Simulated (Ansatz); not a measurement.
# C2H10GeOSi: basis-set convergence

An exercise on one series of results from a longer session: the logs are not shown, and one member is left open.

Method: one geometry, several basis sets; program: Ansatz 0.2.0, Gaussian basis.

Levels to be run: PBE0-D4/def2-SVP; ωB97M-V/def2-SVP; PBE0-D4/def2-QZVPP; ωB97M-V/def2-QZVPP; the functionals' def2-TZVPP values are taken from earlier runs.

## The relaxed structure

The geometry comes from an earlier relaxation with PBE0-D4 in a triple-zeta def2 set; it is a stationary point, not always the lowest conformer.

SMILES `C[O][GeH]([CH3])[SiH3]`, 15 atoms, charge 0, spin multiplicity 1.

Atoms are counted from 1 here; the program's logs count them from 0.

Bond lengths: C1–O2 1.403 Å, C1–H6 1.099 Å, C1–H7 1.093 Å, C1–H8 1.099 Å, O2–Ge3 1.791 Å, Ge3–C4 1.943 Å, Ge3–Si5 2.395 Å, Ge3–H9 1.551 Å, C4–H10 1.091 Å, C4–H11 1.090 Å, C4–H12 1.091 Å, Si5–H13 1.488 Å, Si5–H14 1.489 Å, Si5–H15 1.487 Å. Angles: O2–C1–H6 112.2°, O2–C1–H7 108.2°, O2–C1–H8 112.4°, H6–C1–H7 108.0°, H6–C1–H8 107.9°, H7–C1–H8 107.9°, C1–O2–Ge3 118.6°, O2–Ge3–C4 104.0°, O2–Ge3–Si5 109.4°, O2–Ge3–H9 107.1°, C4–Ge3–Si5 113.7°, C4–Ge3–H9 111.7°, Si5–Ge3–H9 110.5°, Ge3–C4–H10 110.6°, Ge3–C4–H11 109.9°, Ge3–C4–H12 109.4°, H10–C4–H11 109.0°, H10–C4–H12 109.0° and more.

The first run:

in.yaml

```yaml
crystal:
  periodic: [false, false, false]
  atoms:
    - {symbol: C, position_ang: [-0.740172, 2.247306, 0.147982]}
    - {symbol: O, position_ang: [-0.962052, 1.017363, -0.490477]}
    - {symbol: Ge, position_ang: [0.357347, -0.193996, -0.500745]}
    - {symbol: C, position_ang: [-0.297438, -1.592954, -1.679816]}
    - {symbol: Si, position_ang: [0.771244, -0.936166, 1.738304]}
    - {symbol: H, position_ang: [0.121539, 2.784467, -0.272202]}
    - {symbol: H, position_ang: [-1.627685, 2.869895, 0.008228]}
    - {symbol: H, position_ang: [-0.574063, 2.134463, 1.228429]}
    - {symbol: H, position_ang: [1.613708, 0.504470, -1.083057]}
    - {symbol: H, position_ang: [0.449061, -2.380701, -1.791855]}
    - {symbol: H, position_ang: [-1.210426, -2.025687, -1.270090]}
    - {symbol: H, position_ang: [-0.515798, -1.167755, -2.660049]}
    - {symbol: H, position_ang: [1.133862, 0.202855, 2.623670]}
    - {symbol: H, position_ang: [1.897362, -1.909945, 1.742107]}
    - {symbol: H, position_ang: [-0.438186, -1.604414, 2.288871]}
basis:
  gaussian: {orbitals: def2-SVP}
hamiltonian: {xc: pbe0, dispersion: d4}
output: {orbitals: {seedname: orbitals}}
```

Started as:

```sh
> ansatz run in.yaml --threads 2 --pin off --events-out ev --progress --plain --max-ram 32768MiB --backend cpu
```

Among the steps run: PBE0-D4 in def2-SVP; ωB97M-V in def2-SVP; PBE0-D4 in def2-QZVPP; ωB97M-V in def2-QZVPP.

One of the session's tables, all rows but one given; the rest of the session is left out.

| functional | basis | HOMO (eV) | LUMO (eV) |
| --- | --- | --- | --- |
| PBE0-D4 | def2-SVP | -7.20 | 0.21 |
| PBE0-D4 | def2-TZVPP | -7.28 | 0.02 |
| PBE0-D4 | def2-QZVPP | -7.31 | -0.08 |
| ωB97M-V | def2-SVP | -9.37 | 2.08 |
| ωB97M-V | def2-TZVPP | -9.46 | 1.79 |
| ωB97M-V | def2-QZVPP | ? | ? |

Estimate the missing values for ωB97M-V, def2-QZVPP.

The run gave: HOMO (eV): -9.48; LUMO (eV): 1.51. In the column «HOMO (eV)» it is the lowest.
